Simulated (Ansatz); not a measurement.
# CH2OSZn: the cost of one run

Program: Ansatz 0.2.0, Gaussian basis. Level of theory: the settings change from run to run. These are calculated values, not measurements.

### 1 The molecule

The structure was relaxed beforehand with PBE0-D4 in a triple-zeta def2 set.

SMILES `C1[O][Zn][S]1`, 6 atoms, charge 0, spin multiplicity 1.

Atoms are counted from 1 here; the program's logs count them from 0.

Bond lengths: C1–O2 1.392 Å, C1–S4 1.904 Å, C1–H5 1.095 Å, C1–H6 1.095 Å, O2–Zn3 1.862 Å, Zn3–S4 2.179 Å. Angles: O2–C1–S4 112.7°, O2–C1–H5 111.6°, O2–C1–H6 111.6°, S4–C1–H5 104.9°, S4–C1–H6 104.9°, H5–C1–H6 110.8°, C1–O2–Zn3 91.6°, O2–Zn3–S4 85.7°, C1–S4–Zn3 70.1°.

### 2 RPA/ANO-RCC-VTZP

Options: a grid of angular degree 23, a point charge of 2.00 e beside it.

Input file in.yaml:

```yaml
crystal:
  periodic: [false, false, false]
  atoms:
    - {symbol: C, position_ang: [-0.233737, 0.428536, -0.080865]}
    - {symbol: O, position_ang: [1.110141, 0.525550, 0.268531]}
    - {symbol: Zn, position_ang: [1.264625, -1.325850, 0.392717]}
    - {symbol: S, position_ang: [-0.842563, -1.373613, -0.159826]}
    - {symbol: H, position_ang: [-0.878549, 0.911990, 0.660805]}
    - {symbol: H, position_ang: [-0.419927, 0.833386, -1.081371]}
basis:
  gaussian: {orbitals: ANO-RCC-VTZP, final_grid: {core_spheres: 8, valence_spheres: 7, degree: 23}, point_charges: [{charge: 2.00, position_ang: [4.334, -0.086, -0.001]}]}
hamiltonian: {xc: {name: PBE0}}
correlation: {method: rpa}
```

The run is started by

```sh
> ansatz run in.yaml --threads 2 --pin off --events-out ev --progress --plain --max-ram 4352MiB
```

**Question.** How long does this run take on 2 threads of AMD EPYC 7B13, shared host, and how much memory does it need?

About 22 s, with a peak of 0.68 GiB.
